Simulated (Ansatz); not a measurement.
# AlH3LiNO: the cost of one run

Program: Ansatz 0.2.0. Level of theory: RKS PBE0-D4/def2-SVP. These are calculated values, not measurements.

## Step 1: The starting structure

Bond lengths: Li1–O2 1.586 Å, O2–Al3 1.647 Å, Al3–N4 1.790 Å, Al3–H5 1.533 Å, N4–H6 1.011 Å, N4–H7 1.013 Å. Angles: Li1–O2–Al3 174.4°, O2–Al3–N4 129.1°, O2–Al3–H5 117.0°, N4–Al3–H5 114.0°, Al3–N4–H6 122.8°, Al3–N4–H7 128.7°, H6–N4–H7 108.5°.

Structure file:

```xyz
7

Li   -1.5911   -2.4082   -1.5811
O    -0.8572   -1.1523   -0.9497
Al   -0.1388    0.2333   -0.4246
N     0.7355    0.5398    1.1066
H    -0.2124    1.4504   -1.3546
H     1.1165    1.4447    1.3476
H     0.9476   -0.1077    1.8558
```

## Step 2: End point A

Contents of input.yaml:

```yaml
crystal:
  periodic: [false, false, false]
  atoms:
    - { symbol: Li, position_ang: [-1.59111, -2.40815, -1.58111] }
    - { symbol: O, position_ang: [-0.85721, -1.15234, -0.94975] }
    - { symbol: Al, position_ang: [-0.13882, 0.23326, -0.42463] }
    - { symbol: "N", position_ang: [0.73552, 0.53984, 1.10661] }
    - { symbol: H, position_ang: [-0.21245, 1.45038, -1.35457] }
    - { symbol: H, position_ang: [1.11652, 1.44472, 1.34761] }
    - { symbol: H, position_ang: [0.94755, -0.10771, 1.85584] }
basis:
  gaussian: { orbitals: def2-SVP }
hamiltonian:
  xc: pbe0
  dispersion: d4
relax:
  f_tol: 0.02
  max_steps: 50
```

On the command line:

```console
> ansatz run input.yaml --threads 1 --pin off --max-ram 2048MiB --backend cpu --events-out ev --progress --plain --runs-dir out
```

Q: Estimate wall time and peak memory on 1 thread of Arm Neoverse V1, shared host.

About 20 s, with a peak of 0.16 GiB.
